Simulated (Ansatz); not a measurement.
# NaF: the cell at several levels of theory

One table from this session's results is given with a row withheld; the runs are named, their logs left out.

Program: Ansatz 0.2.0. PAW datasets, plane waves, zero pressure. (Simulation; spin polarisation is off.)

## The cell

Space group Fm-3m (No. 225), cubic; a = 4.640 Å in the conventional setting, 12.49 Å³ an atom. Around Na lie 6 F at 2.32 Å; around F lie 6 Na at 2.32 Å.

Structure file:

```cif
data_structure
_symmetry_space_group_name_H-M 'Fm-3m'
_symmetry_Int_Tables_number 225
_cell_length_a 4.6400
_cell_length_b 4.6400
_cell_length_c 4.6400
_cell_angle_alpha 90.000
_cell_angle_beta 90.000
_cell_angle_gamma 90.000
_cell_volume 99.90
loop_
_atom_site_label
_atom_site_type_symbol
_atom_site_symmetry_multiplicity
_atom_site_Wyckoff_symbol
_atom_site_fract_x
_atom_site_fract_y
_atom_site_fract_z
_atom_site_occupancy
Na1 Na 4 a 0.00000 0.00000 0.00000 1
F1 F 4 b 0.50000 0.00000 0.00000 1
```

The first run:

Contents of input.yaml:

```yaml
crystal:
  lattice:
    - [0.0, 2.32, 2.32]
    - [2.32, 0.0, 2.32]
    - [2.32, 2.32, 0.0]
  atoms:
    - { symbol: Na, position: [0.0, 0.0, 0.0] }
    - { symbol: F, position: [0.5, 0.5, 0.5] }
kpoints:
  mp_grid: { grid: [8, 8, 8] }
hamiltonian:
  xc: pbe
scf:
  occupations: { method: fermi_dirac, width: 0.02 }
relax:
  f_tol: 0.005
  cell: {}
```

Launch:

```sh
> ansatz run input.yaml --threads 2 --pin off --max-ram 2211MiB --backend cpu --events-out ev --progress --plain --runs-dir out
```

Steps of the session up to this table: PBE: cell and atoms; Relaxation with r2SCAN; Relaxation with PBEsol; LDA: cell and atoms; Relaxation with HSE06.

One of the session's tables, all rows but one given; the rest of the session is left out.

| level | a (Å) | volume (Å³/atom) |
| --- | --- | --- |
| PBE | ? | ? |
| r2SCAN | 4.594 | 12.123 |
| PBEsol | 4.629 | 12.402 |
| LDA | 4.503 | 11.412 |
| HSE06 | 4.638 | 12.469 |

Q: Estimate the row for PBE from the others.

**Answer.** a (Å): 4.699; volume (Å³/atom): 12.974. In the column «a (Å)» it is the highest.

In words: From the start to the first minimum the volume moved by +3.9 %. The volume runs from LDA (least) to PBE (most), a spread of 13.7 %, or 4.4 % in length if all axes shared it alike. The meshes differ: PBE 8×8×8, r2SCAN 8×8×8, PBEsol 8×8×8, LDA 8×8×8, HSE06 6×6×6.
